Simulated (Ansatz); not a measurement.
# C9H15In: up Jacob's ladder to CCSD(T)

An exercise on one series of results from a longer session: the logs are not shown, and one member is left open.

Computed with Ansatz 0.2.0, Gaussian basis. Level: functionals in def2-TZVPP, the program's frozen cores in correlated methods.

The runs, in order: LDA (SPW92), PBE-D4, revPBE-D4, BLYP-D4, r2SCAN-D4, B97M-V, PBE0-D4, B3LYP-D4, r2SCANh-D4, r2SCAN0-D4, HSE06-D4, BHLYP-D4, CAM-B3LYP-D4, LC-ωPBE, ωB97X-V, ωB97M-V, B2PLYP, PBE-QIDH; CCSD(T)/def2-SVP; CCSD(T)/def2-TZVPP; MP2/def2-QZVPP; extrapolation to the limit; RPA on PBE.

1 further run of the same task is left out (for a known fault of the program).

## Structure used throughout

All runs share one geometry, relaxed beforehand with PBE0-D4 in a triple-zeta def2 set. In takes the def2 core potential; no spin-orbit term is included.

25 atoms, charge 0, spin multiplicity 1.

Atoms are counted from 1 here; the program's logs count them from 0.

Bond lengths: C1–C2 1.332 Å, C1–H11 1.086 Å, C1–H12 1.083 Å, C2–C3 1.476 Å, C2–H13 1.090 Å, C3–In4 2.190 Å, C3–H14 1.092 Å, C3–H15 1.093 Å, In4–C5 2.205 Å, In4–C8 2.186 Å, C5–C6 1.469 Å, C5–H16 1.089 Å, C5–H17 1.086 Å, C6–C7 1.346 Å, C6–H18 1.089 Å, C7–H19 1.087 Å, C7–H20 1.082 Å, C8–C9 1.474 Å and more. Angles: C2–C1–H11 121.6°, C2–C1–H12 121.4°, H11–C1–H12 117.1°, C1–C2–C3 126.4°, C1–C2–H13 118.0°, C3–C2–H13 115.6°, C2–C3–In4 109.8°, C2–C3–H14 112.5°, C2–C3–H15 112.1°, In4–C3–H14 106.5°, In4–C3–H15 107.0°, H14–C3–H15 108.8°, C3–In4–C5 116.9°, C3–In4–C8 123.5°, C5–In4–C8 118.4°, In4–C5–C6 87.9°, In4–C5–H16 109.1°, In4–C5–H17 116.3° and more.

Geometry (Å):

```
C    -0.9192   -3.3430   -1.4163
C    -0.5564   -2.1344   -1.8415
C     0.8001   -1.5558   -1.7809
In    0.9475   -0.1918   -0.0744
C     1.5607    1.8822   -0.5035
C     0.1369    2.2444   -0.5165
C    -0.7467    1.9563   -1.4900
C     0.1435   -0.6488    1.9065
C     0.1763    0.5445    2.7710
C    -0.8477    1.3531    3.0392
H    -0.1983   -4.0381   -0.9960
H    -1.9478   -3.6768   -1.4766
H    -1.3285   -1.4831   -2.2500
H     1.0429   -0.9682   -2.6681
H     1.5674   -2.3218   -1.6443
H     2.0505    1.9144   -1.4753
H     2.1447    2.3805    0.2639
H    -0.2531    2.6671    0.4085
H    -0.4322    1.5324   -2.4397
H    -1.7968    2.1946   -1.3799
H     0.7486   -1.4661    2.3060
H    -0.8699   -1.0215    1.7423
H     1.1456    0.7922    3.2029
H    -0.7276    2.2245    3.6713
H    -1.8403    1.1631    2.6414
```

The first run:

The input, in.yaml:

```yaml
crystal:
  periodic: [false, false, false]
  atoms:
    - {symbol: C, position_ang: [-0.919234, -3.343032, -1.416321]}
    - {symbol: C, position_ang: [-0.556411, -2.134434, -1.841527]}
    - {symbol: C, position_ang: [0.800120, -1.555766, -1.780871]}
    - {symbol: In, position_ang: [0.947491, -0.191832, -0.074420]}
    - {symbol: C, position_ang: [1.560714, 1.882179, -0.503548]}
    - {symbol: C, position_ang: [0.136871, 2.244424, -0.516522]}
    - {symbol: C, position_ang: [-0.746669, 1.956285, -1.489977]}
    - {symbol: C, position_ang: [0.143510, -0.648782, 1.906538]}
    - {symbol: C, position_ang: [0.176279, 0.544521, 2.771019]}
    - {symbol: C, position_ang: [-0.847722, 1.353099, 3.039197]}
    - {symbol: H, position_ang: [-0.198274, -4.038075, -0.995989]}
    - {symbol: H, position_ang: [-1.947792, -3.676758, -1.476585]}
    - {symbol: H, position_ang: [-1.328546, -1.483072, -2.249988]}
    - {symbol: H, position_ang: [1.042866, -0.968231, -2.668146]}
    - {symbol: H, position_ang: [1.567353, -2.321751, -1.644279]}
    - {symbol: H, position_ang: [2.050473, 1.914358, -1.475293]}
    - {symbol: H, position_ang: [2.144703, 2.380530, 0.263938]}
    - {symbol: H, position_ang: [-0.253113, 2.667141, 0.408541]}
    - {symbol: H, position_ang: [-0.432162, 1.532380, -2.439691]}
    - {symbol: H, position_ang: [-1.796784, 2.194611, -1.379932]}
    - {symbol: H, position_ang: [0.748564, -1.466062, 2.305992]}
    - {symbol: H, position_ang: [-0.869924, -1.021498, 1.742270]}
    - {symbol: H, position_ang: [1.145629, 0.792167, 3.202875]}
    - {symbol: H, position_ang: [-0.727621, 2.224543, 3.671301]}
    - {symbol: H, position_ang: [-1.840310, 1.163067, 2.641418]}
basis:
  gaussian: {orbitals: def2-TZVPP}
hamiltonian: {xc: lda}
output: {orbitals: {seedname: orbitals}}
```

The run is started by

```bash
$ ansatz run in.yaml --threads 4 --pin off --events-out ev --progress --plain --max-ram 46080MiB --backend cuda --devices 0, --max-vram 37GiB
```

Steps of the session up to this table: LDA; PBE-D4 (GGA); revPBE-D4 (GGA); BLYP-D4 (GGA); r2SCAN-D4 (meta-GGA); B97M-V (meta-GGA); PBE0-D4 (hybrid); B3LYP-D4 (hybrid); r2SCANh-D4 (hybrid); r2SCAN0-D4 (hybrid); HSE06-D4 (hybrid); BHLYP-D4 (hybrid); CAM-B3LYP-D4 (range-separated); LC-ωPBE (range-separated); ωB97X-V (range-separated); ωB97M-V (range-separated); B2PLYP (double hybrid); PBE-QIDH (double hybrid).

One of the session's tables, all rows but one given; the rest of the session is left out.

It belongs to the step «Orbital energies across the functionals». 

| functional | HOMO (eV) | gap (eV) |
| --- | --- | --- |
| LDA (SPW92) | -5.29 | 3.19 |
| PBE-D4 | -5.09 | 3.23 |
| revPBE-D4 | -5.01 | 3.26 |
| BLYP-D4 | -4.92 | 3.15 |
| r2SCAN-D4 | -5.23 | 3.55 |
| B97M-V | -5.24 | 3.43 |
| PBE0-D4 | -6.03 | 4.93 |
| B3LYP-D4 | -5.84 | 4.49 |
| r2SCANh-D4 | -5.59 | 4.19 |
| r2SCAN0-D4 | ? | ? |
| HSE06-D4 | -5.65 | 4.19 |
| BHLYP-D4 | -6.86 | 6.46 |
| CAM-B3LYP-D4 | -7.23 | 6.96 |
| LC-ωPBE | -8.51 | 9.29 |
| ωB97X-V | -8.16 | 8.81 |
| ωB97M-V | -8.08 | 8.42 |

**Question.** Estimate the row for r2SCAN0-D4.

Worked estimate for «HOMO (eV)». Against the share of exact exchange, r2SCAN-D4 (0, -5.23), r2SCANh-D4 (0.1, -5.59) give a slope of -3.60 per unit share; at 0.25 the line stands at -6.13.

As computed: HOMO (eV): -6.14; gap (eV): 5.14. In «HOMO (eV)» the line misses by +0.01.
